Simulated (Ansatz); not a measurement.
# CHFSSe: basis-set convergence

One table from this session's results is given with a row withheld; the runs are named, their logs left out.

Program: Ansatz 0.2.0, Gaussian basis. Level of theory: one geometry, several basis sets. These are calculated values, not measurements.

The runs, in order: PBE0-D4/def2-SVP; ωB97M-V/def2-SVP; PBE0-D4/def2-QZVPP; ωB97M-V/def2-QZVPP; the functionals' def2-TZVPP values are taken from earlier runs.

**Structure used throughout**

The geometry comes from an earlier relaxation with PBE0-D4 in a triple-zeta def2 set; it is a stationary point.

SMILES `FC(S)=[Se]`, 5 atoms, charge 0, spin multiplicity 1.

Atoms are counted from 1 here; the program's logs count them from 0.

Bond lengths: F1–C2 1.328 Å, C2–S3 1.723 Å, C2–Se4 1.755 Å, S3–H5 1.348 Å. Angles: F1–C2–S3 113.2°, F1–C2–Se4 122.6°, S3–C2–Se4 124.2°, C2–S3–H5 96.8°.

Set-up of the first run:

in.yaml

```yaml
crystal:
  periodic: [false, false, false]
  atoms:
    - {symbol: F, position_ang: [-0.791915, -0.414917, 1.031803]}
    - {symbol: C, position_ang: [-0.378649, -0.195724, -0.210591]}
    - {symbol: S, position_ang: [1.175455, 0.544311, -0.288524]}
    - {symbol: Se, position_ang: [-1.337638, -0.625727, -1.615494]}
    - {symbol: H, position_ang: [1.382647, 0.618358, 1.041406]}
basis:
  gaussian: {orbitals: def2-SVP}
hamiltonian: {xc: pbe0, dispersion: d4}
output: {orbitals: {seedname: orbitals}}
```

Steps of the session up to this table: PBE0-D4 in def2-SVP; ωB97M-V in def2-SVP; PBE0-D4 in def2-QZVPP; ωB97M-V in def2-QZVPP.

One table of the session follows, with a row left open; its other results are not shown here.

It belongs to the step «Functionals by basis». 

| functional | basis | HOMO (eV) | LUMO (eV) |
| --- | --- | --- | --- |
| PBE0-D4 | def2-SVP | -6.74 | -2.18 |
| PBE0-D4 | def2-TZVPP | -6.89 | -2.36 |
| PBE0-D4 | def2-QZVPP | -6.92 | -2.40 |
| ωB97M-V | def2-SVP | -8.86 | -0.04 |
| ωB97M-V | def2-TZVPP | -9.03 | -0.29 |
| ωB97M-V | def2-QZVPP | ? | ? |

Estimate the missing values for ωB97M-V, def2-QZVPP.

As computed: HOMO (eV): -9.06; LUMO (eV): -0.36. In the column «HOMO (eV)» it is the lowest.
